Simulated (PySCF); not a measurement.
**AlCNClOF (SMILES O=C=[N][Al]([F])[Cl]) at 6 levels**

We compute a comparison of 6 runs (B2PLYP/cc-pVDZ, B3LYP/cc-pVDZ, CAM-B3LYP/cc-pVDZ, PBE0/cc-pVDZ, SVWN5/cc-pVDZ, wB97M-V/cc-pVDZ) of AlCNClOF. Input form: a Python script.

The results are computed with PySCF 2.14.0.

2 further runs of the same task are left out: 2 set aside as unsound or not needed.

**1. The structure to begin with**

The species is AlCNClOF (6 atoms), meant as a singlet with charge 0. As SMILES, `O=C=[N][Al]([F])[Cl]`. The coordinates come from a PBE0-D4/def2-TZVP relaxation. This is one conformer, not always the lowest.

Bond lengths: O1–C2 1.162 Å, C2–N3 1.197 Å, N3–Al4 1.741 Å, Al4–F5 1.632 Å, Al4–Cl6 2.064 Å. Angles: O1–C2–N3 179.5°, C2–N3–Al4 174.7°, N3–Al4–F5 119.2°, N3–Al4–Cl6 121.4°, F5–Al4–Cl6 119.4°.

**2. A single-point energy at B2PLYP/cc-pVDZ (run 1)**

Input file calc.py:

```python
from pyscf import gto, dft, mp

system = gto.M(
    atom='''
O   -1.726000  -0.301300   2.353900
C   -1.034500  -0.244700   1.421600
N   -0.321400  -0.196300   0.461800
Al   0.694800   0.033100  -0.933400
F    1.379200  -1.268200  -1.642400
Cl   1.050000   1.913400  -1.707800
''',
    spin=0,
    basis='cc-pvdz',
    max_memory=1860,
    verbose=4,
)

mf = dft.RKS(system, xc='0.53*HF + 0.47*B88, 0.73*LYP')
mf.grids.level = 5
mf.conv_tol = 1e-10
mf.kernel()
if not mf.converged:
    mf = mf.newton().run(mf.mo_coeff, mf.mo_occ)

pt = mp.MP2(mf, frozen=14).run()
energy = mf.e_tot + 0.27 * pt.e_corr
print('PT2 part  %.8f' % (0.27 * pt.e_corr))
print('Final energy', energy)
```

The run is started by

```sh
OMP_NUM_THREADS=1 python calc.py
```

What it wrote:

```text
PySCF version 2.14.0

[... 80 lines left out ...]
converged SCF energy = -970.016501191766
[... 1 line left out ...]
******** <class 'pyscf.mp.mp2.RMP2'> ********
nocc = 16, nmo = 78
frozen orbitals 14
E(RMP2) = -971.033433251617  E_corr = -1.016932059851
E(SCS-RMP2) = -970.98956904231  E_corr = -0.973067850544362
E_corr(same-spin) = -0.285289178396359
E_corr(oppo-spin) = -0.731642881454646
PT2 part  -0.27457166
Final energy -970.2910728479255
```

Run time: 23 s. Hardware: 1 thread of Arm Neoverse V2, shared host; peak memory 0.48 GiB.

**3. The energy at B3LYP/cc-pVDZ (run 2)**

Input file run.py:

```python
from pyscf import gto, dft

system = gto.Mole()
system.atom = '''
O     -1.726000    -0.301300     2.353900
C     -1.034500    -0.244700     1.421600
N     -0.321400    -0.196300     0.461800
Al     0.694800     0.033100    -0.933400
F      1.379200    -1.268200    -1.642400
Cl     1.050000     1.913400    -1.707800
'''
system.basis = 'cc-pvdz'
system.max_memory = 1860
system.spin = 0
system.verbose = 3
system.build()

mf = dft.RKS(system, xc='b3lyp')
mf.conv_tol = 1e-10
mf.grids.level = 5
mf.kernel()
if not mf.converged:
    mf = mf.newton().run(mf.mo_coeff, mf.mo_occ)

e_final = mf.e_tot
print(f'total energy: {e_final:.8f} hartree')
```

The run is started by

```sh
OMP_NUM_THREADS=1 python run.py
```

What it wrote:

```text
converged SCF energy = -970.796648550944
total energy: -970.79664855 hartree
```

Wall time 23 s (1 thread of Arm Neoverse V2, shared host); peak memory 0.48 GiB.

**4. A single-point energy at CAM-B3LYP/cc-pVDZ (run 3)**

Input file run.py:

```python
# O=C=[N][Al]([F])[Cl]
from pyscf import gto, dft

molecule = gto.Mole()
molecule.atom = '''
O     -1.726000    -0.301300     2.353900
C     -1.034500    -0.244700     1.421600
N     -0.321400    -0.196300     0.461800
Al     0.694800     0.033100    -0.933400
F      1.379200    -1.268200    -1.642400
Cl     1.050000     1.913400    -1.707800
'''
molecule.charge = 0
molecule.verbose = 4
molecule.basis = 'cc-pvdz'
molecule.max_memory = 1860
molecule.build()

mf = dft.RKS(molecule, xc='cam-b3lyp')
mf.grids.level = 5
mf.conv_tol = 1e-10
mf.kernel()
if not mf.converged:
    mf = mf.newton().run(mf.mo_coeff, mf.mo_occ)

etot = mf.e_tot
print('E = %.10f Eh' % etot)
```

The run is started by

```sh
OMP_NUM_THREADS=1 python run.py
```

What it wrote:

```text
PySCF version 2.14.0

[... 78 lines left out ...]
converged SCF energy = -970.693537608872
E = -970.6935376089 Eh
```

Wall time 34 s (1 thread of Arm Neoverse V2, shared host); peak memory 0.48 GiB.

Runs 4 to 5 aren't shown in full; the table further down has their settings and results.

**5. A single-point energy at wB97M-V/cc-pVDZ (run 6)**

Input file start.xyz:

```xyz
6
CAlClFNO
O     -1.726000    -0.301300     2.353900
C     -1.034500    -0.244700     1.421600
N     -0.321400    -0.196300     0.461800
Al     0.694800     0.033100    -0.933400
F      1.379200    -1.268200    -1.642400
Cl     1.050000     1.913400    -1.707800
```

Input file job.py:

```python
# O=C=[N][Al]([F])[Cl]
from pyscf import gto, dft

mol = gto.M(
    atom='start.xyz',
    verbose=4,
    charge=0,
    max_memory=1860,
    basis='cc-pvdz',
)

mf = dft.RKS(mol, xc='wb97m-v')
mf.conv_tol = 1e-10
mf.grids.level = 5
mf.nlcgrids.level = 1
mf.kernel()
if not mf.converged:
    mf = mf.newton().run(mf.mo_coeff, mf.mo_occ)

e_final = mf.e_tot
print('E = %.10f Eh' % e_final)
```

The run is started by

```sh
OMP_NUM_THREADS=1 python job.py
```

What it wrote:

```text
PySCF version 2.14.0

[... 90 lines left out ...]
converged SCF energy = -970.673603774962
E = -970.6736037750 Eh
```

Wall time 1.8 min (1 thread of Arm Neoverse V2, shared host); peak memory 0.53 GiB.

**6. Overview of the runs**

```
run              level  frozen core orbitals  nlc grid  energy (Eh)  dipole moment (D)  HOMO energy (eV)  LUMO energy (eV)  wall time
  1     B2PLYP/cc-pVDZ                    14         –  -970.291073               0.54            -10.25              0.10       23 s
  2      B3LYP/cc-pVDZ                     –         –  -970.796649               0.48             -8.67             -1.23       23 s
  3  CAM-B3LYP/cc-pVDZ                     –         –  -970.693538               0.46            -10.29             -0.01       34 s
  4       PBE0/cc-pVDZ                     –         –  -970.222643               0.48             -9.00             -1.03       22 s
  5      SVWN5/cc-pVDZ                     –         –  -966.293420               0.46             -7.71             -2.07       14 s
  6    wB97M-V/cc-pVDZ                     –         1  -970.673604               0.46            -11.20              0.76    1.8 min
```

**7. What came out**

| quantity | value |
| --- | --- |
| run 6: total energy | -970.67360 Eh |
| run 6: dipole moment | 0.46 D |
| run 6: HOMO energy | -11.20 eV |
| run 6: LUMO energy | 0.76 eV |
| run 6: HOMO–LUMO gap | 11.96 eV |

In words: The dipole moment (its size) runs from 0.46 D (wB97M-V/cc-pVDZ) to 0.54 D (B2PLYP/cc-pVDZ). A double hybrid's value is that of its SCF part. The HOMO–LUMO gap runs from 5.65 eV (SVWN5/cc-pVDZ) to 11.96 eV (wB97M-V/cc-pVDZ). Totals of different functionals can't be ranked against each other. All runs together took 3.7 min, the longest 1.8 min.
